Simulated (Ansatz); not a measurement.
# Li+ with H2O2: structure and interaction energy

One table from this session's results is given with a row withheld; the runs are named, their logs left out.

Computed with Ansatz 0.2.0, Gaussian basis. Level: PBE0-D4 structure, single points in def2-TZVPPD.

Levels: PBE-D4, revPBE-D4, BLYP-D4, r2SCAN-D4, B97M-V, PBE0-D4, B3LYP-D4, HSE06-D4, wB97X-V, wB97M-V, B2PLYP, Hartree-Fock, MP2, CCSD, CCSD(T). The reference is CCSD(T) extrapolated to the basis limit.

Correlated methods freeze the cores. The outer core shell of Li, Na, Mg and K is correlated. B3LYP uses VWN-RPA correlation. B2PLYP carries no dispersion term here.

163 further runs of the same task are left out: 163 set aside as unsound or not needed.

## The starting structure

The pair, from a GFN2-xTB docking trial: 5 atoms, charge 1, spin multiplicity 1.

Atoms are counted from 1 here; the program's logs count them from 0.

Bond lengths: Li1–O2 1.875 Å, Li1–O3 1.875 Å, O2–O3 1.424 Å, O2–H4 0.978 Å, O3–H5 0.977 Å. Angles: O2–Li1–O3 44.6°, Li1–O2–O3 67.7°, Li1–O2–H4 144.0°, O3–O2–H4 105.8°, Li1–O3–O2 67.7°, Li1–O3–H5 145.8°, O2–O3–H5 106.1°.

Coordinates:

```xyz
5
charge 1, multiplicity 1
Li   -0.19150    0.01020   -1.67830
O    -0.56270    0.42610    0.11240
O     0.57750   -0.41680   -0.02260
H    -1.02790    0.11840    0.91600
H     1.20460   -0.13790    0.67260
```

Atoms 1 to 1 are fragment A (Li+), the rest fragment B (H2O2).

The first run:

Input file pre/in.yaml:

```yaml
crystal:
  periodic: [false, false, false]
  atoms:
    - {symbol: Li, position_ang: [-0.191500, 0.010200, -1.678300]}
    - {symbol: O, position_ang: [-0.562700, 0.426100, 0.112400]}
    - {symbol: O, position_ang: [0.577500, -0.416800, -0.022600]}
    - {symbol: H, position_ang: [-1.027900, 0.118400, 0.916000]}
    - {symbol: H, position_ang: [1.204600, -0.137900, 0.672600]}
basis:
  gaussian: {orbitals: def2-SVP}
total_charge: 1
hamiltonian: {xc: pbe, dispersion: d4}
relax: {f_tol: 0.03, max_steps: 250}
```

On the command line:

```
> ansatz run in.yaml --threads 2 --pin off --events-out ev --progress --plain --max-ram 5222MiB
```

Among the steps run: A first relaxation in a small basis; Relaxation at PBE0-D4; wB97X-V/def2-TZVPPD; wB97M-V/def2-TZVPPD; B2PLYP/def2-TZVPPD; B97M-V/def2-TZVPPD; CCSD(T)/def2-TZVPPD; Hartree-Fock/STO-3G; SPW92/def2-SVP; wB97M-V/def2-SVP; CCSD(T)/def2-SVP; Vibrations of the pair.

One table of the session follows, with a row left open; its other results are not shown here.

```
      method  interaction (kcal/mol)
      PBE-D4                  -34.49
   revPBE-D4                  -33.23
     BLYP-D4                  -34.43
   r2SCAN-D4                  -33.66
      B97M-V                       ?
     PBE0-D4                  -35.17
    B3LYP-D4                  -35.33
    HSE06-D4                  -35.17
     wB97X-V                  -34.42
     wB97M-V                  -34.68
      B2PLYP                  -34.83
Hartree-Fock                  -34.61
         MP2                  -33.36
        CCSD                  -33.40
     CCSD(T)                  -33.13
 CCSD(T)/CBS                  -34.36
```

Estimate the missing values for B97M-V.

As computed: interaction (kcal/mol): -34.03. In the column «interaction (kcal/mol)» it lies between CCSD(T)/CBS (-34.36) and r2SCAN-D4 (-33.66).

Among the levels timed on like hardware, those that no quicker one beats, quickest first: revPBE-D4 (3.2 s, +1.13 kcal/mol); PBE-D4 (3.5 s, -0.13 kcal/mol); BLYP-D4 (4.3 s, -0.07 kcal/mol); wB97X-V (11 s, -0.06 kcal/mol).

wB97X-V reaches 0.06 kcal/mol from the reference in 11 s; the quickest level in the cost chart, revPBE-D4, takes 3.2 s and misses by 1.13 kcal/mol.

To keep in mind: A lower arrangement may exist.
